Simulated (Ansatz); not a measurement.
**C3H3FOSe: one species, many methods**

One table from this session's results is given with a row withheld; the runs are named, their logs left out.

Program: Ansatz 0.2.0, Gaussian basis. Level of theory: functionals in def2-TZVPP, the program's frozen cores in correlated methods. These are calculated values, not measurements.

The runs, in order: PBE-D4, r2SCAN-D4, PBE0-D4, B3LYP-D4, ωB97X-V, ωB97M-V, B2PLYP; CCSD(T)/def2-TZVPP; MP2/def2-QZVPP; extrapolation to the limit.

## The geometry

The geometry comes from an earlier relaxation with PBE0-D4 in a triple-zeta def2 set; it is a stationary point, not always the lowest conformer.

9 atoms, charge 0, spin multiplicity 1.

Atoms are counted from 1 here; the program's logs count them from 0.

Bond lengths: C1–C2 1.483 Å, C1–H7 1.092 Å, C1–H8 1.089 Å, C1–H9 1.091 Å, C2–F3 1.339 Å, C2–O4 1.456 Å, C2–C5 1.439 Å, O4–C5 1.331 Å, C5–Se6 1.735 Å. Angles: C2–C1–H7 109.6°, C2–C1–H8 110.3°, C2–C1–H9 109.3°, H7–C1–H8 109.7°, H7–C1–H9 108.8°, H8–C1–H9 109.1°, C1–C2–F3 113.2°, C1–C2–O4 117.5°, C1–C2–C5 126.8°, F3–C2–O4 112.2°, F3–C2–C5 117.5°, O4–C2–C5 54.7°, C2–O4–C5 62.0°, C2–C5–O4 63.3°, C2–C5–Se6 156.7°, O4–C5–Se6 140.0°.

Set-up of the first run:

Contents of in.yaml:

```yaml
crystal:
  periodic: [false, false, false]
  atoms:
    - {symbol: C, position_ang: [-0.071999, -0.938544, 0.701341]}
    - {symbol: C, position_ang: [0.438932, 0.113695, -0.211024]}
    - {symbol: F, position_ang: [1.775221, 0.206209, -0.213789]}
    - {symbol: O, position_ang: [-0.118654, 0.168285, -1.555227]}
    - {symbol: C, position_ang: [-0.305244, 1.217634, -0.758023]}
    - {symbol: Se, position_ang: [-1.052422, 2.783499, -0.775861]}
    - {symbol: H, position_ang: [0.357927, -1.903580, 0.425253]}
    - {symbol: H, position_ang: [-1.157859, -0.991086, 0.645572]}
    - {symbol: H, position_ang: [0.222596, -0.702213, 1.724658]}
basis:
  gaussian: {orbitals: def2-TZVPP}
hamiltonian: {xc: pbe, dispersion: d4}
output: {forces: true, orbitals: {seedname: orbitals}}
```

On the command line:

```
$ ansatz run in.yaml --threads 4 --pin off --events-out ev --progress --plain --max-ram 10444MiB
```

Among the steps run: PBE-D4 (GGA); r2SCAN-D4 (meta-GGA); PBE0-D4 (hybrid); B3LYP-D4 (hybrid); ωB97X-V (range-separated); ωB97M-V (range-separated); B2PLYP (double hybrid); CCSD(T) in def2-TZVPP; MP2 in def2-QZVPP.

One table of the session follows, with a row left open; its other results are not shown here.

```
            method  atomisation energy (kcal/mol)
            PBE-D4                          912.1
         r2SCAN-D4                          876.5
           PBE0-D4                              ?
          B3LYP-D4                          862.9
           ωB97X-V                          867.5
           ωB97M-V                          866.2
            B2PLYP                          856.6
     HF/def2-TZVPP                          570.6
    MP2/def2-TZVPP                          872.6
   CCSD/def2-TZVPP                          815.3
CCSD(T)/def2-TZVPP                          838.6
           MP2/CBS                          898.6
       CCSD(T)/CBS                          864.6
```

**Question.** Estimate the row for PBE0-D4.

The run gave: atomisation energy (kcal/mol): 877.2. In the column «atomisation energy (kcal/mol)» it lies between r2SCAN-D4 (876.5) and MP2/CBS (898.6).

Caveats from the session: Free atoms (3 C, 1 F, 1 O, 1 Se, 3 H) were run apart at each level; the atomisation energy is their sum less the molecule, without zero-point or spin-orbit terms.
